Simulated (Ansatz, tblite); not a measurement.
Cs₂HgSe₂: GFN1-xTB, run from Python

These are simulated results from tblite 0.8.0, not measurements. The cell began as a measured structure and was relaxed with r2SCAN in plane waves (Ansatz 0.2.0). All runs are without spin polarisation.

Space group Pbam (No. 55), orthorhombic; conventional cell a = 8.321 Å, b = 10.470 Å, c = 4.800 Å, 41.82 Å³ an atom. Around Cs lie 6 Se at 3.72–3.78 Å and 1 Cs at 3.93 Å; around Hg lie 2 Se at 2.44 Å; around Se lie 1 Hg at 2.44 Å and 6 Cs at 3.72–3.78 Å.

tblite solves periodic systems at the zone centre alone, so the script builds a cluster of 1×1×2 conventional cells (20 atoms), which folds in a coarse mesh of k points.

Input script:

```python
import json
from ase import Atoms
from ase.build import make_supercell
from ase.units import Bohr, GPa, Hartree
from tblite.interface import Calculator

atoms = Atoms(['Cs', 'Cs', 'Cs', 'Cs', 'Hg', 'Hg', 'Se', 'Se', 'Se', 'Se'],
              cell=[[8.32050785, 0.0, 0.0], [0.0, 10.4695154, 0.0], [0.0, 0.0, 4.80042798]],
              scaled_positions=[[0.392925838, 0.832884625, 0.5], [0.607074162, 0.167115375, 0.5], [0.892925838, 0.667115375, 0.5], [0.107074162, 0.332884625, 0.5], [0.5, 0.5, 0.0], [0.0, 0.0, 0.0], [0.231999842, 0.593483656, 0.0], [0.768000158, 0.406516344, 0.0], [0.731999842, 0.906516344, 0.0], [0.268000158, 0.093483656, 0.0]],
              pbc=True)
cluster = make_supercell(atoms, [[1, 0, 0], [0, 1, 0], [0, 0, 2]])
calc = Calculator('GFN1-xTB', cluster.numbers, cluster.positions / Bohr, lattice=cluster.cell[:] / Bohr, periodic=cluster.pbc)
calc.set('temperature', 0.02 / Hartree)
calc.set('max-iter', 150)
res = calc.singlepoint()
levels = res.get('orbital-energies') * Hartree
nv = round(res.get('orbital-occupations').sum() / 2)
cells = len(cluster) // len(atoms)
out = {'energy_per_cell': res.get('energy') * Hartree / cells, 'homo': levels[nv - 1], 'lumo': levels[nv],
       'stress': (-res.get('virial') * Hartree / cluster.get_volume() / GPa).tolist(), 'charges': res.get('charges')[:len(atoms)].tolist(), 'electrons': 2 * nv / cells}
json.dump(out, open('results.json', 'w'))
for key, value in out.items():
    print(key, value)
```

Command: `python run.py`. It took 0.91 s on 1 thread of Arm Neoverse V2, with other jobs on the host, peak memory 0.097 GiB.

Output:

```
------------------------------------------------------------
  cycle        total energy    energy error   density error
------------------------------------------------------------
      1     -31.94241704498  -3.1885155E+01   6.3376542E-01
      2      14.35770492129   4.6300122E+01   5.1700900E-01
      3      2480.357207170   2.4659995E+03   2.6182507E+00
      4     -23.85196147701  -2.5042092E+03   2.9326802E-01
      5     -29.35859804896  -5.5066366E+00   1.5151372E-01
      6     -29.73346028950  -3.7486224E-01   1.2693620E-01
      7     -27.00790546565   2.7255548E+00   1.9832916E-01
      8     -32.33924319591  -5.3313377E+00   7.2870875E-02
      9     -32.22308266136   1.1616053E-01   7.7927667E-02
     10     -33.51298497769  -1.2899023E+00   1.6180298E-02
     11     -33.41587395482   9.7111023E-02   2.7820567E-02
     12     -33.51030420847  -9.4430254E-02   1.5379843E-02
     13     -33.51860352825  -8.2993198E-03   1.1571647E-02
     14     -33.52651903901  -7.9155108E-03   3.9683122E-03
     15     -33.52625354392   2.6549509E-04   2.9649458E-03
     16     -33.52743467575  -1.1811318E-03   3.0160247E-04
     17     -33.52744532856  -1.0652816E-05   1.6186012E-04
     18     -33.52744411485   1.2137145E-06   1.2468741E-04
     19     -33.52744528512  -1.1702702E-06   3.1117690E-05
     20     -33.52744529047  -5.3522626E-09   3.0299738E-05
     21     -33.52744547074  -1.8027086E-07   1.0543998E-05
------------------------------------------------------------

 total:                                   0.364 sec
energy_per_cell -456.16413055762166
homo 37.75161225882362
lumo 37.92266058683796
stress [[-0.4084461018180739, 0.0008034156520955326, 0.00039220792328516023], [0.0008034156520955326, -0.6338729569232342, 0.00028158024460506697], [0.00039220792328519737, 0.00028158024460505715, -2.6769516770885216]]
charges [0.7413891131695844, 0.741553551724512, 0.7388421160071077, 0.739981758351703, -0.12191735347544008, -0.12729308941168938, -0.6782556458822757, -0.6782159880354424, -0.6769251249863578, -0.6768880686313916]
electrons 32.0
```

The cycle table is in hartree for the whole cluster, and the lines after it are in eV (the energy for one cell). The printed stress is in GPa and positive in compression, and the pressure is its mean diagonal.

GFN1-xTB gives a gap of 0.17 eV. On the same cell, plane-wave PBE (Ansatz, 4×4×6 k points and the special points) gives a gap of 1.92 eV and r2SCAN a gap of 2.27 eV; on shared hosts these took about 94 and 180 core-seconds on the 10-atom cell, against 0.91 for the script. Spin-orbit coupling, left out in all these runs, can cut or reorder the gap by tenths of an eV, up to about 1 eV with Pb or Bi. xTB was fitted to molecules, so gaps, charges and pressures of solids can be far off, and the gap also depends on the size of the cluster.

The same script was run on cells scaled at fixed shape and fractional coordinates:

| volume (Å³/atom) | energy (meV/atom) | pressure (GPa, positive in compression) | gap (eV) |
| --- | --- | --- | --- |
| 36.80 | -9.3 | 0.97 | 0.48 |
| 39.31 | -13.1 | -0.37 | 0.31 |
| 41.82 | 0.0 | -1.24 | 0.17 |
| 44.33 | 19.5 | -1.75 | 0.09 |
| 46.84 | 49.4 | -2.05 | 0.04 |

The pressure crosses zero near 38.6 Å³/atom, but the curve is too rough for a fit.

xTB was fitted mostly to molecules, and a small cluster samples few k points, so gaps, pressures and kinks along a curve can be far from a solid's.

Spin-orbit coupling is left out; in compounds of Pb, Bi, Tl or Hg it can lower a gap by up to about 1 eV, split its edges or invert the bands.
